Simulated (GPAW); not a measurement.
# SnO (Romarchite) (P4/nmm) in GPAW: settings compared

One crystal, SnO (Romarchite), is run at these levels: PBE, LDA; tasks: optical spectrum.

Program: GPAW 26.7.0. These are calculated values, not measurements. Logs are shortened: lines on timing, memory, paths and dates and some standing lists are left out, and cuts for length are marked. The log counts tension as positive stress, the text compression.

## Step 1: The crystal as given

It takes space group P4/nmm (No. 129, tetragonal). The conventional cell has a = 3.799 Å, b = 3.799 Å, c = 4.841 Å, α = 90.00°, β = 90.00°, γ = 90.00°. Around Sn (site symmetry 4mm) lie 4 O at 2.22 Å. Around O (site symmetry -4m2) lie 4 Sn at 2.22 Å.

## Step 2: Optical spectrum, PBE

run.py reads:

```python
from ase import Atoms
from ase.dft.bandgap import bandgap
from ase.io import write
from gpaw import GPAW, PW
from gpaw.response.df import DielectricFunction

atoms = Atoms(['Sn', 'Sn', 'O', 'O'],
              cell=[[3.7986, 0.0, 0.0],
                    [0.0, 3.7986, 0.0],
                    [0.0, 0.0, 4.8408]],
              scaled_positions=[[0.5, 0.0, 0.2369],
                                [0.0, 0.5, 0.7631],
                                [0.0, 0.0, 0.0],
                                [0.5, 0.5, 0.0]],
              pbc=True)

calc = GPAW(mode=PW(600),
            xc='PBE',
            kpts={'size': (8, 8, 6), 'gamma': True},
            occupations={'name': 'fermi-dirac', 'width': 0.05},
            nbands=33,
            convergence={'density': 1e-06},
            maxiter=150,
            txt='gpaw.txt')
atoms.calc = calc
energy = atoms.get_potential_energy()
calc.write('gs.gpw')
write('result.traj', atoms)
print(f'Energy: {energy:.6f} eV')
print('Fermi level:', round(calc.get_fermi_level(), 4), 'eV')
print(f'Gap: {bandgap(calc)[0]:.4f} eV, direct: {bandgap(calc, direct=True)[0]:.4f} eV')

dense = calc.fixed_density(kpts={'size': (9, 9, 7), 'gamma': True},
                           nbands=90, convergence={'bands': 84, 'eigenstates': 1e-7},
                           update_fermi_level=True, txt='dense.txt')
dense.write('dense.gpw', mode='all')

df = DielectricFunction('dense.gpw', frequencies={'type': 'nonlinear', 'domega0': 0.05, 'omega2': 10},
                        eta=0.2, ecut=40, nbands=84, rate='eta', txt='df.txt')
for direction in ['x', 'z']:
    df.get_dielectric_function(xc='RPA', direction=direction, filename=f'df_{direction}.csv')
```

Potentials or basis: GPAW PAW data sets (gpaw-data 1.2.1), pw.

Run with:

```
$ OMP_NUM_THREADS=1 python run.py
```

gpaw.txt:

```text
__  _  _
 | _ |_)|_||  |
 |__||  | ||/\| - 26.7.0

Input parameters:
  mode=PW(ecut=600.0),
  convergence={'density': 1e-06},
  kpts=MonkhorstPack(size=(8, 8, 6), gamma=True),
  maxiter=150,
  nbands=33,
  occupations=Occupations(name='fermi-dirac', width=0.05),
  xc=XC(name='PBE')

Diagonalizing LCAO Hamiltonian
Converting LCAO to pw mode
   .--------.
  /|        |
 *Sn        |
 | |        |
 | |        |
 | |        |
 | .--------.
 |/  Sn    /
 O--------*

Atoms  # Å, Bohr magnetons
|   | symbol |        x |        y |        z |    initial magnetic moments |
|---|--------|----------|----------|----------|-----------------------------|
| 0 |     Sn | 1.899300 | 0.000000 | 1.146786 | ( 0.0000,  0.0000,  0.0000) |
| 1 |     Sn | 0.000000 | 1.899300 | 3.694014 | ( 0.0000,  0.0000,  0.0000) |
| 2 |      O | 0.000000 | 0.000000 | 0.000000 | ( 0.0000,  0.0000,  0.0000) |
| 3 |      O | 1.899300 | 1.899300 | 0.000000 | ( 0.0000,  0.0000,  0.0000) |

Unit cell  # Å
| periodic |        x |        y |        z |  lengths |    angles |
|----------|----------|----------|----------|----------|-----------|
|      yes | 3.798600 | 0.000000 | 0.000000 | 3.798600 | 90.000000 |
|      yes | 0.000000 | 3.798600 | 0.000000 | 3.798600 | 90.000000 |
|      yes | 0.000000 | 0.000000 | 4.840800 | 4.840800 | 90.000000 |

Number of symmetries: 8
Symmetry operations  # r_c * U_cc + t_c -> r_c
|   | kind |            matrix            |
|---|------|------------------------------|
| 0 |  E   |  1, 0, 0,  0, 1, 0,  0, 0, 1 |
| 1 |  σ   |  1, 0, 0,  0,-1, 0,  0, 0, 1 |
| 2 |  C2  |  0, 1, 0,  1, 0, 0,  0, 0,-1 |
| 3 |  S4  |  0, 1, 0, -1, 0, 0,  0, 0,-1 |
| 4 |  S4  |  0,-1, 0,  1, 0, 0,  0, 0,-1 |
| 5 |  C2  |  0,-1, 0, -1, 0, 0,  0, 0,-1 |
| 6 |  σ   | -1, 0, 0,  0, 1, 0,  0, 0, 1 |
| 7 |  C2  | -1, 0, 0,  0,-1, 0,  0, 0, 1 |

BZ-sampling:
  Number of BZ points: 384
  Number of IBZ points: 60

  Monkhorst-Pack size: [8, 8, 6]
  Monkhorst-Pack shift: [0.0625, 0.0625, 0.08333333333333333]

K-points  # in reciprocal-cell coordinates
|     |                                coordinates |     weight |
|-----|--------------------------------------------|------------|
|   0 | (  0.00000000,   0.00000000,   0.00000000) | 0.00260417 |
|   1 | (  0.00000000,   0.00000000,   0.16666667) | 0.00520833 |
|   2 | (  0.00000000,   0.00000000,   0.33333333) | 0.00520833 |
|   3 | (  0.00000000,   0.00000000,   0.50000000) | 0.00260417 |
|   4 | (  0.12500000,   0.00000000,   0.00000000) | 0.01041667 |
|   5 | (  0.12500000,   0.00000000,   0.16666667) | 0.02083333 |
|   6 | (  0.12500000,   0.00000000,   0.33333333) | 0.02083333 |
|   7 | (  0.12500000,   0.00000000,   0.50000000) | 0.01041667 |
|   8 | (  0.12500000,   0.12500000,   0.00000000) | 0.01041667 |
|   9 | (  0.12500000,   0.12500000,   0.16666667) | 0.02083333 |
| ... |                                            |            |
|  59 | (  0.50000000,   0.50000000,   0.50000000) | 0.00260417 |

Plane wave coefficients: 2354
Cutoff: 600.0 eV

Spin-components: 1 (collinear spins)
Bands:           33
Projectors:      22
Spin-degeneracy: 2
Datatype:        complex128

Parallelization:
  kpt:    1
  domain: 1
  band:   1

Density:
  Valence electrons: 40.0
  Components: 1
  Grid points: [24 24 28]
  Charge: 0.0  # |e|

Potential:
  Grid points: [24 24 28]

species:
  Sn:
    name:    Tin
    Z:       50.0
    valence: 14
    core:    36
    charge:  0.0  # [|e|]
    compensation charges:
      type: gauss
      rc: 0.38  # [Å]
      lmax: 2
    cutoffs:
      filter: 2.23  # [Å]
      core: 2.35  # [Å]
    projectors
    | kind |    occ | energy [eV] | rcut [Å] |
    |------|--------|-------------|----------|
    |   5s |  2.000 |     -10.538 |    1.201 |
    |   5p |  2.000 |      -3.696 |    1.270 |
    |   4d | 10.000 |     -25.845 |    1.185 |
    |    s |        |      16.674 |    1.201 |
    |    p |        |      23.515 |    1.270 |
    |    d |        |       1.367 |    1.185 |

    Using partial waves for Sn as LCAO basis

  O:
    name:    Oxygen
    Z:       8.0
    valence: 6
    core:    2
    charge:  0.0  # [|e|]
    compensation charges:
      type: gauss
      rc: 0.21  # [Å]
      lmax: 2
    cutoffs:
      filter: 1.17  # [Å]
      core: 0.83  # [Å]
    projectors
    | kind |    occ | energy [eV] | rcut [Å] |
    |------|--------|-------------|----------|
    |   2s |  2.000 |     -23.961 |    0.688 |
    |   2p |  4.000 |      -9.029 |    0.598 |
    |    s |        |       3.251 |    0.688 |
    |    p |        |      18.182 |    0.598 |
    |    d |        |       0.000 |    0.619 |

    Using partial waves for O as LCAO basis

Reference energy: -340103.091216  # eV

eigensolver:
  PPCG
  Converge bands: occupied
  niter=2

density mixing:
  MSR1-Mixer
  Pratt-step length: 0.05
  Maximum mixing coefficient: 0.75
  Old densities: 10
  SVD Regularization: 0.005
  Good broyden scale: 1.0
  Trust region scale: 1.0
  Backstep threshold: 4.0
  History deletion threshold: 6.0
  Fourier metric: weight=20.0, sigma=0.015

occupation numbers:
  Fermi-Dirac:
    width: 0.0500  # eV

poisson solver:
  ecut: 4800.0  # eV

xc functional:
  name: PBE with 2 nearest neighbor stencil

convergence criteria:
- Maximum integral of absolute [dens]ity change: 1e-06 electrons / valence electron
- Maximum [total energy] change in last 3 cyles: 0.0005 eV / valence electron
- Maximum integral of absolute [eigenst]ate change: 4e-08 eV^2 / valence electron
maximum number of iterations: 150

SCF iterations
|iter     | |      energy | eigst |  dens |
|---------|-|-------------|-------|-------|
|iter:   1| |  -26.656615 | +0.03 |       |
|iter:   2| |  -25.636995 | -1.59 | -1.01 |
|iter:   3| |  -23.446230 | -0.99 | -1.07 |
|iter:   4| |  -23.424844 | -2.92 | -1.56 |
|iter:   5| |  -23.425118 | -3.03 | -1.80 |
|iter:   6| |  -23.425725c| -4.24 | -2.58 |
|iter:   7| |  -23.425805c| -5.10 | -3.17 |
|iter:   8| |  -23.425787c| -5.56 | -3.42 |
|iter:   9| |  -23.425791c| -6.85 | -3.88 |
|iter:  10| |  -23.425790c| -8.26c| -4.71 |
|iter:  11| |  -23.425791c| -8.21c| -5.14 |
|iter:  12| |  -23.425790c| -8.83c| -5.89 |
|iter:  13| |  -23.425790c| -9.41c| -6.62c|

Converged in 13 steps
Energy contributions relative to reference atoms: (reference = -340103.091216)

Energy contributions:
  Kinetic:          37.720263
  Coulomb:         -35.592091
  Zero:              0.065416
  External:          0.000000
  Xc:              -25.618752
  Entropy:          -0.001252
  Spinorbit:         0.000000
  ----------------------------
  Free energy:     -23.426417
  Extrapolated:    -23.425790

dipole moment: (-23.445137, -23.445137, -27.215761)  # |e|*Ang

Fermi level: 6.980
Eigenvalues  # (at kpt = [0.000, 0.000, 0.000])
| band index |      eig [eV] | occ [0-2] |
|------------|---------------|-----------|
|          0 |       -15.185 |     2.000 |
|        ... |               |           |
|         12 |        -0.844 |     2.000 |
|         13 |         0.199 |     2.000 |
|         14 |         0.497 |     2.000 |
|         15 |         0.497 |     2.000 |
|         16 |         3.319 |     2.000 |
|         17 |         3.610 |     2.000 |
[... 8 lines left out ...]
|         26 |        13.653 |     0.000 |
|         27 |        14.064 |     0.000 |
|        ... |               |           |
|         32 |        22.579 |     0.000 |

No gap
No difference between direct/indirect transitions
# Writing to gs.gpw (mode='')
```

It took 6.4 min on 1 thread of Intel Xeon Platinum 8375C at 2.90GHz (Ice Lake), shared host; peak memory 0.68 GiB.

What came out:

| Item | Value |
| --- | --- |
| Free energy | -23.4264 eV |
| Band gap on the k mesh | none (metal or under the smearing width) |

Dielectric function (mean over the directions given):
```csv
energy (eV),real part,imaginary part
0.25,7.13,1.60
0.67,7.38,0.31
1.15,7.99,0.30
1.66,9.00,0.65
2.18,10.30,2.14
2.66,11.16,5.47
3.17,6.81,8.02
3.56,6.94,7.21
4.03,4.62,8.37
4.51,4.26,7.98
5.01,-0.33,8.94
5.53,-0.46,5.56
6.07,-0.31,3.82
6.55,0.38,4.02
6.87,0.07,3.93
7.38,-0.13,3.22
7.90,0.12,2.86
8.43,-0.02,2.89
8.89,-0.14,2.62
9.47,-0.10,2.19
9.76,-0.03,2.13
10.26,0.02,2.11
10.78,-0.12,1.96
11.31,-0.29,1.81
11.85,-0.27,1.29
12.30,-0.08,1.14
12.77,-0.05,1.02
13.24,0.17,0.85
13.72,0.37,0.78
14.22,0.57,0.84
14.73,0.66,1.05
15.26,0.53,1.15
15.80,0.34,1.31
16.21,0.13,1.09
16.78,0.13,0.85
17.36,0.22,0.70
17.96,0.34,0.62
18.58,0.33,0.64
19.22,0.39,0.56
19.87,0.42,0.47
```

Caveat: the intraband term hangs on this k mesh; the long-wavelength limit can be off by a per cent or two; independent-particle spectra lack excitons.

## Step 3: Optical spectrum, LDA

run.py: that of step 2 with these lines changed.

```diff
@@ -17,5 +17,5 @@
 calc = GPAW(mode=PW(600),
-            xc='PBE',
+            xc='LDA',
             kpts={'size': (8, 8, 6), 'gamma': True},
-            occupations={'name': 'fermi-dirac', 'width': 0.05},
+            occupations={'name': 'fermi-dirac', 'width': 0.001},
             nbands=33,
@@ -38,4 +38,6 @@
 df = DielectricFunction('dense.gpw', frequencies={'type': 'nonlinear', 'domega0': 0.05, 'omega2': 10},
-                        eta=0.2, ecut=40, nbands=84, rate='eta', txt='df.txt')
+                        eta=0.2, ecut=40, nbands=84, intraband=False, txt='df.txt')
 for direction in ['x', 'z']:
     df.get_dielectric_function(xc='RPA', direction=direction, filename=f'df_{direction}.csv')
+    e0, e = df.get_macroscopic_dielectric_constant(xc='RPA', direction=direction)
+    print(f'{direction}: static eps {e0:.4f} without, {e:.4f} with local fields')
```

Potentials or basis: the program's PAW data sets (release 1.2.1) made for this functional, pw.

Run with:

```
$ OMP_NUM_THREADS=1 python run.py
```

gpaw.txt:

```text
__  _  _
 | _ |_)|_||  |
 |__||  | ||/\| - 26.7.0

Input parameters:
  mode=PW(ecut=600.0),
  convergence={'density': 1e-06},
  kpts=MonkhorstPack(size=(8, 8, 6), gamma=True),
  maxiter=150,
  nbands=33,
  occupations=Occupations(name='fermi-dirac', width=0.001),
  xc=XC(name='LDA')

Diagonalizing LCAO Hamiltonian
Converting LCAO to pw mode
   .--------.
  /|        |
 *Sn        |
 | |        |
 | |        |
 | |        |
 | .--------.
 |/  Sn    /
 O--------*

Atoms  # Å, Bohr magnetons
|   | symbol |        x |        y |        z |    initial magnetic moments |
|---|--------|----------|----------|----------|-----------------------------|
| 0 |     Sn | 1.899300 | 0.000000 | 1.146786 | ( 0.0000,  0.0000,  0.0000) |
| 1 |     Sn | 0.000000 | 1.899300 | 3.694014 | ( 0.0000,  0.0000,  0.0000) |
| 2 |      O | 0.000000 | 0.000000 | 0.000000 | ( 0.0000,  0.0000,  0.0000) |
| 3 |      O | 1.899300 | 1.899300 | 0.000000 | ( 0.0000,  0.0000,  0.0000) |

Unit cell  # Å
| periodic |        x |        y |        z |  lengths |    angles |
|----------|----------|----------|----------|----------|-----------|
|      yes | 3.798600 | 0.000000 | 0.000000 | 3.798600 | 90.000000 |
|      yes | 0.000000 | 3.798600 | 0.000000 | 3.798600 | 90.000000 |
|      yes | 0.000000 | 0.000000 | 4.840800 | 4.840800 | 90.000000 |

Number of symmetries: 8
Symmetry operations  # r_c * U_cc + t_c -> r_c
|   | kind |            matrix            |
[... 119 lines left out ...]
  Good broyden scale: 1.0
  Trust region scale: 1.0
  Backstep threshold: 4.0
  History deletion threshold: 6.0
  Fourier metric: weight=20.0, sigma=0.015

occupation numbers:
  Fermi-Dirac:
    width: 0.0010  # eV

poisson solver:
  ecut: 4800.0  # eV

xc functional:
  name: None

convergence criteria:
- Maximum integral of absolute [dens]ity change: 1e-06 electrons / valence electron
- Maximum [total energy] change in last 3 cyles: 0.0005 eV / valence electron
- Maximum integral of absolute [eigenst]ate change: 4e-08 eV^2 / valence electron
maximum number of iterations: 150

SCF iterations
|iter     | |      energy | eigst |  dens |
|---------|-|-------------|-------|-------|
|iter:   1| |  -29.747839 | +0.07 |       |
|iter:   2| |  -28.751114 | -1.61 | -1.02 |
|iter:   3| |  -26.605769 | -1.07 | -1.08 |
|iter:   4| |  -26.560730 | -3.00 | -1.57 |
|iter:   5| |  -26.544534 | -3.25 | -1.82 |
|iter:   6| |  -26.544389c| -4.39 | -2.65 |
|iter:   7| |  -26.544412c| -5.22 | -3.24 |
|iter:   8| |  -26.544388c| -5.60 | -3.51 |
|iter:   9| |  -26.544388c| -7.06 | -3.96 |
|iter:  10| |  -26.544388c| -7.66c| -4.81 |
|iter:  11| |  -26.544388c| -8.26c| -5.33 |
|iter:  12| |  -26.544388c| -8.78c| -6.05c|

Converged in 12 steps
Energy contributions relative to reference atoms: (reference = -339786.989759)

Energy contributions:
  Kinetic:          29.501396
  Coulomb:         -28.414859
  Zero:              0.004779
  External:          0.000000
  Xc:              -27.635704
  Entropy:          -0.000000
  Spinorbit:         0.000000
  ----------------------------
  Free energy:     -26.544388
  Extrapolated:    -26.544388

dipole moment: (-23.520265, -23.520265, -27.155248)  # |e|*Ang

Fermi level: 6.464
Eigenvalues  # (at kpt = [0.000, 0.000, 0.000])
| band index |      eig [eV] | occ [0-2] |
|------------|---------------|-----------|
|          0 |       -15.390 |     2.000 |
|        ... |               |           |
|         12 |        -1.326 |     2.000 |
|         13 |        -0.187 |     2.000 |
|         14 |         0.092 |     2.000 |
|         15 |         0.092 |     2.000 |
|         16 |         2.962 |     2.000 |
|         17 |         3.243 |     2.000 |
[... 8 lines left out ...]
|         26 |        13.253 |     0.000 |
|         27 |        13.679 |     0.000 |
|        ... |               |           |
|         32 |        22.104 |     0.000 |

Gap: 0.139 eV
Transition (v -> c):
  (s=0, k=4, n=19, [0.12, 0.00, 0.00]) -> (s=0, k=56, n=20, [0.50, 0.50, 0.00])
Direct/indirect transitions are different
Direct gap: 1.965 eV
Transition at: (s=0, k=1, n=19, [0.00, 0.00, 0.17])
# Writing to gs.gpw (mode='')
```

Wall time 6.3 min (1 thread of Intel Xeon Platinum 8375C at 2.90GHz (Ice Lake), shared host); peak memory 0.67 GiB.

Results:

| Item | Value |
| --- | --- |
| Free energy | -26.5444 eV |
| Band gap on the k mesh | 0.14 eV, indirect (least direct gap 1.96 eV) |

Dielectric function (mean over the directions given):
```tsv
energy (eV)	real part	imaginary part
0.25	7.61	0.04
0.67	7.78	0.13
1.15	8.23	0.27
1.66	9.21	0.66
2.18	10.48	2.24
2.66	11.28	5.56
3.17	6.99	8.23
3.56	7.20	7.38
4.03	4.53	8.49
4.51	4.30	8.57
5.01	-0.83	8.67
5.53	-0.59	5.54
6.07	0.00	3.85
6.55	0.34	4.14
6.87	0.08	4.03
7.38	-0.04	3.35
7.90	0.18	3.13
8.43	-0.11	2.99
8.89	-0.27	2.66
9.47	-0.13	2.20
9.76	-0.04	2.10
10.26	-0.01	2.15
10.78	-0.20	2.07
11.31	-0.41	1.74
11.85	-0.26	1.25
12.30	-0.07	1.13
12.77	-0.02	0.94
13.24	0.20	0.84
13.72	0.43	0.80
14.22	0.62	0.90
14.73	0.66	1.14
15.26	0.54	1.22
15.80	0.21	1.31
16.21	0.10	1.04
16.78	0.12	0.82
17.36	0.22	0.69
17.96	0.35	0.63
18.58	0.30	0.59
19.22	0.37	0.56
19.87	0.42	0.46
```

Caveat: the long-wavelength limit can be off by a per cent or two; independent-particle spectra lack excitons; spin-orbit coupling is left out, which moves the levels of the heavy elements; an odd mesh through Γ misses points on the zone boundary, where band edges often lie. LDA gaps usually lie below the measured ones, often by a third to a half.
